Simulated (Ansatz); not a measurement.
# C2H5AlClNO: two torsions

A grid of calculations on C₂H₅AlClNO, SMILES [CH3][Al]([OH])[C](=N)Cl, to see where the energy is lowest and how it rises around there.

Program: Ansatz 0.2.0. Level of theory: RKS PBE-D4/def2-SVP. These are calculated values, not measurements.

## Step 1: The starting structure

SMILES `[CH3][Al]([OH])[C](=N)Cl`, 11 atoms, charge 0, spin multiplicity 1.

Atoms are counted from 1 here; the program's logs count them from 0.

Bond lengths: C1–Al2 1.943 Å, C1–H7 1.108 Å, C1–H8 1.111 Å, C1–H9 1.110 Å, Al2–O3 1.718 Å, Al2–C4 1.997 Å, O3–H10 0.971 Å, C4–N5 1.265 Å, C4–Cl6 1.844 Å, N5–H11 1.037 Å. Angles: Al2–C1–H7 111.9°, Al2–C1–H8 110.3°, Al2–C1–H9 111.3°, H7–C1–H8 107.9°, H7–C1–H9 108.8°, H8–C1–H9 106.4°, C1–Al2–O3 120.4°, C1–Al2–C4 123.2°, O3–Al2–C4 116.4°, Al2–O3–H10 121.3°, Al2–C4–N5 124.4°, Al2–C4–Cl6 113.1°, N5–C4–Cl6 122.5°, C4–N5–H11 114.8°.

As a file:

```xyz
11
charge 0, multiplicity 1
C    -1.6338    1.0172    0.6171
Al    0.1649    0.3008    0.4560
O     1.3847    0.7557    1.5773
C     0.7068   -0.9851   -0.9728
N     1.8693   -1.4685   -1.0946
Cl   -0.6679   -1.4058   -2.1281
H    -1.6780    1.8679    1.3261
H    -2.3305    0.2327    0.9826
H    -2.0246    1.3510   -0.3662
H     2.2858    0.3979    1.5152
H     1.9885   -2.1207   -1.8920
```

This geometry comes from a loose relaxation at PBE in a small basis, which is not shown.

## Step 2: The minimum at this level

The input, input.yaml:

```yaml
crystal:
  periodic: [false, false, false]
  atoms:
    - { symbol: C, position_ang: [-1.633847, 1.017227, 0.617125] }
    - { symbol: Al, position_ang: [0.16487, 0.300761, 0.45601] }
    - { symbol: O, position_ang: [1.384712, 0.755749, 1.577286] }
    - { symbol: C, position_ang: [0.706837, -0.985121, -0.972791] }
    - { symbol: "N", position_ang: [1.869326, -1.468511, -1.094579] }
    - { symbol: Cl, position_ang: [-0.667879, -1.405767, -2.128085] }
    - { symbol: H, position_ang: [-1.677998, 1.867876, 1.32615] }
    - { symbol: H, position_ang: [-2.330471, 0.232695, 0.982597] }
    - { symbol: H, position_ang: [-2.024561, 1.351003, -0.366225] }
    - { symbol: H, position_ang: [2.28575, 0.397858, 1.515188] }
    - { symbol: H, position_ang: [1.98846, -2.12067, -1.891976] }
basis:
  gaussian: { orbitals: def2-SVP }
hamiltonian:
  xc: pbe
  dispersion: d4
output:
  forces: true
relax:
  f_tol: 0.003
  max_steps: 120
```

Command:

```console
> ansatz run input.yaml --threads 1 --pin off --max-ram 2560MiB --backend cpu --events-out ev --progress --plain --runs-dir out
```

What it wrote, cut to the lines that bear on the results:

```text
Warning: RAYON_NUM_THREADS=1 ignored (pool sized by the plan → 1); use --threads N
[...]
Functional definition: PBE
[...]
1309 factors; their error is unknown
[...]
mean field -24787.70248156 eV, -910.9312644892 hartree, gradient 2.0e-5 eV, S^2 0.000000; 0 other end points of the search recorded, 0 dependent functions left out
[...]
reference -24787.70252225 eV, -910.9312659843 hartree; 31, 31 occupied and 86, 86 virtual orbitals, 1309 factors
relax step   1: F+E_penalty+E_count = -24787.94968360 eV  Δ(F+E_penalty+E_count) = +0.000e0 eV  max|allowed force component| = 2.549e-2 eV/Å  Δτ_max = 0.0000 Å  (31 SCF iters, accepted)
[...]
relax step   6: F+E_penalty+E_count = -24787.95001537 eV  Δ(F+E_penalty+E_count) = -8.366e-5 eV  max|allowed force component| = 1.566e-2 eV/Å  Δτ_max = 0.0194 Å  (34 SCF iters, accepted)
[...]
relax step  11: F+E_penalty+E_count = -24787.95016449 eV  Δ(F+E_penalty+E_count) = -1.478e-5 eV  max|allowed force component| = 2.020e-2 eV/Å  Δτ_max = 0.0176 Å  (33 SCF iters, accepted)
[...]
relax step  16: F+E_penalty+E_count = -24787.95034195 eV  Δ(F+E_penalty+E_count) = -9.384e-6 eV  max|allowed force component| = 5.537e-3 eV/Å  Δτ_max = 0.0107 Å  (33 SCF iters, accepted)
[...]
relax step  21: F+E_penalty+E_count = -24787.95037558 eV  Δ(F+E_penalty+E_count) = -2.141e-6 eV  max|allowed force component| = 3.190e-3 eV/Å  Δτ_max = 0.0047 Å  (24 SCF iters, accepted)
[...]
relax step  22: F+E_penalty+E_count = -24787.95037623 eV  Δ(F+E_penalty+E_count) = -6.465e-7 eV  max|allowed force component| = 2.630e-3 eV/Å  Δτ_max = 0.0048 Å  (24 SCF iters, accepted)
1309 factors; their error is unknown
mean field -24787.70308553 eV, -910.9312866846 hartree, gradient 2.3e-5 eV, S^2 0.000000; 1 other end points of the search recorded, 0 dependent functions left out
[...]
reference -24787.70312653 eV, -910.9312881912 hartree; 31, 31 occupied and 86, 86 virtual orbitals, 1309 factors
Total energy: -24787.95041722 eV, -910.9403759567 hartree
Atom 0 at    -1.636744     1.018184     0.620440 Å, force    -0.002051     0.000667    -0.000204 eV/Å
Atom 1 at     0.164878     0.310034     0.452580 Å, force     0.002329    -0.001363     0.001469 eV/Å
Atom 2 at     1.403645     0.796969     1.539830 Å, force    -0.000398    -0.001341    -0.002630 eV/Å
Atom 3 at     0.701140    -1.001018    -0.954104 Å, force    -0.000434     0.001142     0.000735 eV/Å
Atom 4 at     1.868999    -1.470468    -1.083218 Å, force    -0.000035    -0.000511    -0.001546 eV/Å
Atom 5 at    -0.685279    -1.476653    -2.071570 Å, force     0.000070     0.000042    -0.000315 eV/Å
Atom 6 at    -1.723148     1.733594     1.462319 Å, force     0.000153    -0.000728    -0.000919 eV/Å
Atom 7 at    -2.368719     0.198713     0.780695 Å, force     0.000933     0.001172    -0.000185 eV/Å
Atom 8 at    -1.945549     1.535525    -0.312258 Å, force     0.000106    -0.000417     0.001256 eV/Å
Atom 9 at     2.303100     0.439803     1.451540 Å, force    -0.000751     0.000803     0.000700 eV/Å
Atom 10 at     1.982877    -2.141583    -1.865553 Å, force     0.000077     0.000534     0.001637 eV/Å
Dipole moment:     0.073285    -0.051741    -0.035901 e Å
```

Wall time 2.1 min (1 thread of Arm Neoverse V1, shared host); peak memory 0.18 GiB.

The steps of the relaxation:

| step | energy from step 1 (eV) | largest force component (eV/Å) |
| --- | --- | --- |
| 1 | 0.0000 | 0.0255 |
| 2 | -0.0001 | 0.0168 |
| 3 | -0.0001 | 0.0091 |
| 4 | -0.0002 | 0.0135 |
| 5 | -0.0002 | 0.0156 |
| 6 | -0.0003 | 0.0157 |
| 7 | -0.0004 | 0.0147 |
| 8 | -0.0004 | 0.0184 |
| 9 | -0.0005 | 0.0207 |
| 10 | -0.0004 | 0.0410 |
| 11 | -0.0005 | 0.0202 |
| 12 | -0.0006 | 0.0275 |
| 13 | -0.0006 | 0.0172 |
| 14 | -0.0006 | 0.0088 |
| 15 | -0.0006 | 0.0051 |
| 16 | -0.0007 | 0.0055 |
| 17 | -0.0007 | 0.0068 |
| 18 | -0.0007 | 0.0066 |
| 19 | -0.0003 | 0.0520 |
| 20 | -0.0007 | 0.0034 |
| 21 | -0.0007 | 0.0032 |
| 22 | -0.0007 | 0.0026 |

Close pairs (by a distance rule), those that changed most:

| bond | before (Å) | after (Å) | change (Å) |
| --- | --- | --- | --- |
| C4–Cl6 | 1.844 | 1.843 | -0.001 |
| Al2–C4 | 1.997 | 1.996 | -0.001 |
| C1–H9 | 1.110 | 1.110 | +0.001 |
| C1–H8 | 1.111 | 1.110 | -0.001 |
| Al2–O3 | 1.718 | 1.719 | +0.000 |
| C4–N5 | 1.265 | 1.265 | +0.000 |
| O3–H10 | 0.971 | 0.972 | +0.000 |
| C1–Al2 | 1.943 | 1.943 | +0.000 |

## Step 3: Setting up the map

- dihedral C1–Al2–C4–N5: 18 values from −180 to 160 °, periodic
- dihedral C1–Al2–O3–H10: 18 values from −180 to 160 °, periodic

Nothing else is relaxed (all other coordinates rigid). Energies count from the relaxed molecule at the same level. Points are written as (first, second).

Of the runs on the grid, 3 are shown in the steps below; the others differ only in the two coordinates.

## Step 4: Grid point (60°, −140°)

The input, input.yaml:

```yaml
crystal:
  periodic: [false, false, false]
  atoms:
    - { symbol: C, position_ang: [-1.636744, 1.018184, 0.62044] }
    - { symbol: Al, position_ang: [0.164878, 0.310034, 0.45258] }
    - { symbol: O, position_ang: [1.403645, 0.796969, 1.53983] }
    - { symbol: C, position_ang: [0.70114, -1.001018, -0.954104] }
    - { symbol: "N", position_ang: [0.62179, -0.784336, -2.198171] }
    - { symbol: Cl, position_ang: [1.33526, -2.58852, -0.265015] }
    - { symbol: H, position_ang: [-1.723148, 1.733594, 1.462319] }
    - { symbol: H, position_ang: [-2.368719, 0.198713, 0.780695] }
    - { symbol: H, position_ang: [-1.945549, 1.535525, -0.312258] }
    - { symbol: H, position_ang: [2.304669, 0.962581, 1.215622] }
    - { symbol: H, position_ang: [0.940792, -1.568956, -2.796519] }
basis:
  gaussian: { orbitals: def2-SVP }
hamiltonian:
  xc: pbe
  dispersion: d4
output:
  forces: true
```

Command:

```console
> ansatz run input.yaml --threads 1 --pin off --max-ram 2560MiB --backend cpu --events-out ev --progress --plain --runs-dir out
```

What it wrote, cut to the lines that bear on the results:

```text
Warning: RAYON_NUM_THREADS=1 ignored (pool sized by the plan → 1); use --threads N
[...]
[... 1 set-up line as earlier in the session ...]
[...]
1309 factors; their error is unknown
[...]
mean field -24787.59566828 eV, -910.9273391736 hartree, gradient 2.7e-5 eV, S^2 0.000000; 0 other end points of the search recorded, 0 dependent functions left out
[...]
reference -24787.59571002 eV, -910.9273407073 hartree; 31, 31 occupied and 86, 86 virtual orbitals, 1309 factors
Total energy: -24787.83754052 eV, -910.9362278142 hartree
Atom 0 at    -1.636744     1.018184     0.620440 Å, force    -0.073807    -0.115044     0.029830 eV/Å
Atom 1 at     0.164878     0.310034     0.452580 Å, force     0.073709    -0.127610    -0.038061 eV/Å
Atom 2 at     1.403645     0.796969     1.539830 Å, force     0.067839     0.334583    -0.122830 eV/Å
Atom 3 at     0.701140    -1.001018    -0.954104 Å, force    -0.125734     0.160946    -0.110257 eV/Å
Atom 4 at     0.621790    -0.784336    -2.198171 Å, force    -0.004939    -0.047105     0.035007 eV/Å
Atom 5 at     1.335260    -2.588520    -0.265015 Å, force    -0.000951    -0.038579     0.042571 eV/Å
Atom 6 at    -1.723148     1.733594     1.462319 Å, force     0.007800    -0.008290     0.001046 eV/Å
Atom 7 at    -2.368719     0.198713     0.780695 Å, force    -0.043251     0.021386     0.012197 eV/Å
Atom 8 at    -1.945549     1.535525    -0.312258 Å, force     0.035475     0.000526    -0.014547 eV/Å
Atom 9 at     2.304669     0.962581     1.215622 Å, force     0.041004    -0.193898     0.182511 eV/Å
Atom 10 at     0.940792    -1.568956    -2.796519 Å, force     0.022854     0.013086    -0.017469 eV/Å
Dipole moment:     0.011553     0.148029    -0.144024 e Å
```

Run time: 4.7 s. Hardware: 1 thread of Arm Neoverse V1, shared host; peak memory 0.14 GiB.

That is 113 meV from the zero.

## Step 5: The run at (0°, −180°)

The input, input.yaml:

```yaml
crystal:
  periodic: [false, false, false]
  atoms:
    - { symbol: C, position_ang: [-1.636744, 1.018184, 0.62044] }
    - { symbol: Al, position_ang: [0.164878, 0.310034, 0.45258] }
    - { symbol: O, position_ang: [1.403645, 0.796969, 1.53983] }
    - { symbol: C, position_ang: [0.70114, -1.001018, -0.954104] }
    - { symbol: "N", position_ang: [-0.082567, -1.464649, -1.832626] }
    - { symbol: Cl, position_ang: [2.476579, -1.486336, -0.857169] }
    - { symbol: H, position_ang: [-1.723148, 1.733594, 1.462319] }
    - { symbol: H, position_ang: [-2.368719, 0.198713, 0.780695] }
    - { symbol: H, position_ang: [-1.945549, 1.535525, -0.312258] }
    - { symbol: H, position_ang: [2.303098, 0.439799, 1.451544] }
    - { symbol: H, position_ang: [0.35278, -2.137286, -2.49099] }
basis:
  gaussian: { orbitals: def2-SVP }
hamiltonian:
  xc: pbe
  dispersion: d4
output:
  forces: true
```

Command:

```console
> ansatz run input.yaml --threads 1 --pin off --max-ram 2560MiB --backend cpu --events-out ev --progress --plain --runs-dir out
```

What it wrote, cut to the lines that bear on the results:

```text
Warning: RAYON_NUM_THREADS=1 ignored (pool sized by the plan → 1); use --threads N
[...]
[... 1 set-up line as earlier in the session ...]
[...]
1309 factors; their error is unknown
[...]
mean field -24787.70444179 eV, -910.9313365264 hartree, gradient 2.6e-5 eV, S^2 0.000000; 0 other end points of the search recorded, 0 dependent functions left out
[...]
reference -24787.70448272 eV, -910.9313380306 hartree; 31, 31 occupied and 86, 86 virtual orbitals, 1309 factors
Total energy: -24787.95108449 eV, -910.9404004783 hartree
Atom 0 at    -1.636744     1.018184     0.620440 Å, force    -0.023197    -0.008355    -0.019566 eV/Å
Atom 1 at     0.164878     0.310034     0.452580 Å, force     0.074048     0.008475     0.040843 eV/Å
Atom 2 at     1.403645     0.796969     1.539830 Å, force    -0.044823     0.032449     0.021396 eV/Å
Atom 3 at     0.701140    -1.001018    -0.954104 Å, force    -0.211477     0.023315    -0.055216 eV/Å
Atom 4 at    -0.082567    -1.464649    -1.832626 Å, force     0.083382     0.000686     0.034831 eV/Å
Atom 5 at     2.476579    -1.486336    -0.857169 Å, force     0.113835    -0.036015     0.000542 eV/Å
Atom 6 at    -1.723148     1.733594     1.462319 Å, force     0.007976    -0.002910    -0.000441 eV/Å
Atom 7 at    -2.368719     0.198713     0.780695 Å, force     0.001371     0.002297     0.005665 eV/Å
Atom 8 at    -1.945549     1.535525    -0.312258 Å, force     0.001869     0.004575     0.003824 eV/Å
Atom 9 at     2.303098     0.439799     1.451544 Å, force     0.006754    -0.023073    -0.025380 eV/Å
Atom 10 at     0.352780    -2.137286    -2.490990 Å, force    -0.009738    -0.001444    -0.006497 eV/Å
Dipole moment:    -0.031423    -0.054558    -0.079834 e Å
```

Run time: 4.3 s. Hardware: 1 thread of Arm Neoverse V1, shared host; peak memory 0.15 GiB.

That is −0.7 meV from the zero.

## Step 6: Grid point (60°, 40°)

The input, input.yaml:

```yaml
crystal:
  periodic: [false, false, false]
  atoms:
    - { symbol: C, position_ang: [-1.636744, 1.018184, 0.62044] }
    - { symbol: Al, position_ang: [0.164878, 0.310034, 0.45258] }
    - { symbol: O, position_ang: [1.403645, 0.796969, 1.53983] }
    - { symbol: C, position_ang: [0.70114, -1.001018, -0.954104] }
    - { symbol: "N", position_ang: [0.62179, -0.784336, -2.198171] }
    - { symbol: Cl, position_ang: [1.33526, -2.58852, -0.265015] }
    - { symbol: H, position_ang: [-1.723148, 1.733594, 1.462319] }
    - { symbol: H, position_ang: [-2.368719, 0.198713, 0.780695] }
    - { symbol: H, position_ang: [-1.945549, 1.535525, -0.312258] }
    - { symbol: H, position_ang: [1.210801, 0.909731, 2.485598] }
    - { symbol: H, position_ang: [0.940792, -1.568956, -2.796519] }
basis:
  gaussian: { orbitals: def2-SVP }
hamiltonian:
  xc: pbe
  dispersion: d4
output:
  forces: true
```

Command:

```console
> ansatz run input.yaml --threads 1 --pin off --max-ram 2560MiB --backend cpu --events-out ev --progress --plain --runs-dir out
```

What it wrote, cut to the lines that bear on the results:

```text
Warning: RAYON_NUM_THREADS=1 ignored (pool sized by the plan → 1); use --threads N
[...]
[... 1 set-up line as earlier in the session ...]
[...]
1309 factors; their error is unknown
[...]
mean field -24787.55631969 eV, -910.9258931396 hartree, gradient 2.9e-5 eV, S^2 0.000000; 0 other end points of the search recorded, 0 dependent functions left out
[...]
reference -24787.55636101 eV, -910.9258946581 hartree; 31, 31 occupied and 86, 86 virtual orbitals, 1309 factors
Total energy: -24787.79759564 eV, -910.9347598671 hartree
Atom 0 at    -1.636744     1.018184     0.620440 Å, force    -0.155759    -0.089291    -0.103924 eV/Å
Atom 1 at     0.164878     0.310034     0.452580 Å, force     0.082143    -0.092405     0.020660 eV/Å
Atom 2 at     1.403645     0.796969     1.539830 Å, force     0.098901    -0.252761     0.131748 eV/Å
Atom 3 at     0.701140    -1.001018    -0.954104 Å, force     0.025484     0.237184    -0.065605 eV/Å
Atom 4 at     0.621790    -0.784336    -2.198171 Å, force    -0.036427    -0.046499     0.065589 eV/Å
Atom 5 at     1.335260    -2.588520    -0.265015 Å, force    -0.047744     0.007644     0.042202 eV/Å
Atom 6 at    -1.723148     1.733594     1.462319 Å, force    -0.021036     0.011539    -0.008824 eV/Å
Atom 7 at    -2.368719     0.198713     0.780695 Å, force    -0.047242     0.009045     0.011918 eV/Å
Atom 8 at    -1.945549     1.535525    -0.312258 Å, force    -0.006178     0.020999     0.002693 eV/Å
Atom 9 at     1.210801     0.909731     2.485598 Å, force     0.091282     0.183162    -0.090713 eV/Å
Atom 10 at     0.940792    -1.568956    -2.796519 Å, force     0.016576     0.011382    -0.005744 eV/Å
Dipole moment:    -0.314060     0.116627     0.228353 e Å
```

It took 4.3 s on 1 thread of Arm Neoverse V1, shared host; peak memory 0.15 GiB.

On the map this point reads 153 meV.

## Step 7: The map

324 points were computed. Energies in meV, from the relaxed molecule at the same level; the table lists every other line.

```
dihedral C1–Al2–O3–H10 (°) ↓, dihedral C1–Al2–C4–N5 (°) →  −180  −140  −100  −60  −20   20   60  100  140
                                                      140    94    87    93  113  113   90   89  106  109
                                                      100   232   219   208  223  247  234  209  215  234
                                                       60   220   211   196  200  224  227  200  193  213
                                                       20   122   116   105  107  121  125  110  102  115
                                                      −20   122   115   102  109  125  121  107  105  116
                                                      −60   220   213   193  199  227  224  199  196  211
                                                     −100   232   234   215  209  234  247  223  208  219
                                                     −140    94   109   106   89   90  113  113   94   87
                                                     −180     0    14    27   26    5    5   26   27   14
```

The largest force on an atom (eV/Å) at each point:

| dihedral C1–Al2–O3–H10 (°) ↓, dihedral C1–Al2–C4–N5 (°) → | −180 | −140 | −100 | −60 | −20 | 20 | 60 | 100 | 140 |
| --- | --- | --- | --- | --- | --- | --- | --- | --- | --- |
| 140 | 0.36 | 0.32 | 0.31 | 0.36 | 0.39 | 0.35 | 0.36 | 0.34 | 0.37 |
| 100 | 0.32 | 0.30 | 0.30 | 0.34 | 0.35 | 0.32 | 0.35 | 0.43 | 0.33 |
| 60 | 0.33 | 0.32 | 0.33 | 0.37 | 0.36 | 0.31 | 0.31 | 0.45 | 0.37 |
| 20 | 0.30 | 0.30 | 0.29 | 0.23 | 0.23 | 0.21 | 0.21 | 0.39 | 0.37 |
| −20 | 0.30 | 0.37 | 0.39 | 0.21 | 0.21 | 0.23 | 0.23 | 0.29 | 0.30 |
| −60 | 0.33 | 0.37 | 0.45 | 0.31 | 0.31 | 0.36 | 0.37 | 0.33 | 0.32 |
| −100 | 0.32 | 0.34 | 0.43 | 0.35 | 0.32 | 0.35 | 0.34 | 0.30 | 0.30 |
| −140 | 0.36 | 0.37 | 0.34 | 0.36 | 0.35 | 0.39 | 0.36 | 0.31 | 0.32 |
| −180 | 0.00 | 0.12 | 0.28 | 0.30 | 0.23 | 0.23 | 0.30 | 0.28 | 0.12 |

Energy (meV) at eleven even steps along the easiest path on the interpolated surface, from (0°, −180°): −1, 2, 13, 22, 29, 29, 25, 19, 14, 5, 0.

## Step 8: What came out

```
                       quantity                                                                    value
                   lowest point                                                    (0°, −180°), −0.7 meV
         highest computed point                                      (0°, 80°), 262 meV above the lowest
largest force on an atom (eV/Å)  0.00 at (−180°, −180°) to 0.45 at (100°, 80°); 0.22 at the lowest point
        time for the whole task                                          27 min on 1 thread, shared host
```

The lowest computed point is at (0°, −180°), −0.7 meV from the relaxed molecule at the same level; the map holds 2 wells of about this depth. There is a further well near (80°, 0°) (87 meV above the lowest at that grid point). The highest computed point, (0°, 80°), lies 262 meV above the lowest. On the interpolated surface the easiest way out of the lowest well to the well at (−180°, −180°) passes a barrier of about 30 meV. Round the minimum the valley is somewhat tilted: raising dihedral C1–Al2–C4–N5 shifts the best value of dihedral C1–Al2–O3–H10 downwards (coupling k₁₂/√(k₁₁k₂₂) about 0.4).
